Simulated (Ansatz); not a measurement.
This script makes an atomisation energy of C3H2N, SMILES [CH]=CC#N with the Python package of Ansatz (0.2.0).

Script `tae_c3h2n.py`:
```python
from collections import Counter

import ansatz as az


def single_point(molecule, charge=0, unpaired=0):
    calc = (
        molecule.calculation()
        .basis(gaussian="cc-pVTZ")
        .functional("PBE")
    )
    if charge:
        calc = calc.charge(charge)
    if unpaired:
        calc = calc.spin("collinear", total=unpaired)
    report = calc.run(threads=1).report
    if report["published_state_doubts"]:
        print("  doubts:", report["published_state_doubts"])
    return report["free_energy_ev"]

system = (
    az.Crystal.molecule()
    .atom("C", (-1.2905, 0.284, -0.2854))
    .atom("C", (-0.3011, -0.4622, 0.1889))
    .atom("C", (1.0617, -0.0078, 0.1256))
    .atom("N", (2.1586, 0.3575, 0.0748))
    .atom("H", (-1.1065, 1.2534, -0.733))
    .atom("H", (-0.522, -1.4249, 0.6291))
)

unpaired = {"C": 2, "N": 3, "H": 1}
counts = Counter(site.symbol for site in system.cartesian_sites)
atom_energy = {s: single_point(az.Crystal.molecule().atom(s, (0, 0, 0)), 0, unpaired[s]) for s in counts}
whole = single_point(system, 0, 1)
for s, e in atom_energy.items():
    print(f"{s:2s} x{counts[s]}  {e:14.5f} eV")
print(f"C3H2N: {whole:.5f} eV")
split = sum(counts[s] * e for s, e in atom_energy.items()) - whole
print(f"atomisation energy (no zero-point term): {23.060548 * split:.1f} kcal/mol, {split / sum(counts.values()):.3f} eV an atom")
```

What does it cost to take this molecule apart into atoms?

671.7 kcal/mol from the electronic energies, without the zero-point term.

The run itself:

Output of `python tae_c3h2n.py`:
```text
C  x3     -1028.45225 eV
N  x1     -1483.82804 eV
H  x2       -13.59534 eV
C3H2N: -4625.50147 eV
atomisation energy (no zero-point term): 671.7 kcal/mol, 4.854 eV an atom
```

Reading the output:
- The settings weren't tested for convergence.
- The geometry is a force-field or estimated start, not a minimum of this method, and the basis set is short of its limit. All parts are taken at fixed geometry, without zero-point energy.
- The species is open-shell (spin multiplicity 2).
- This functional overbinds, so such energies come out a few per cent too high (LDA far more).
- Run time: 3.2 s on 1 thread of Intel(R) Xeon(R) Platinum 8488C (Sapphire Rapids), on a shared host, peak memory 0.23 GiB.

(Lines on the test bed's own set-up are left out of the output.)
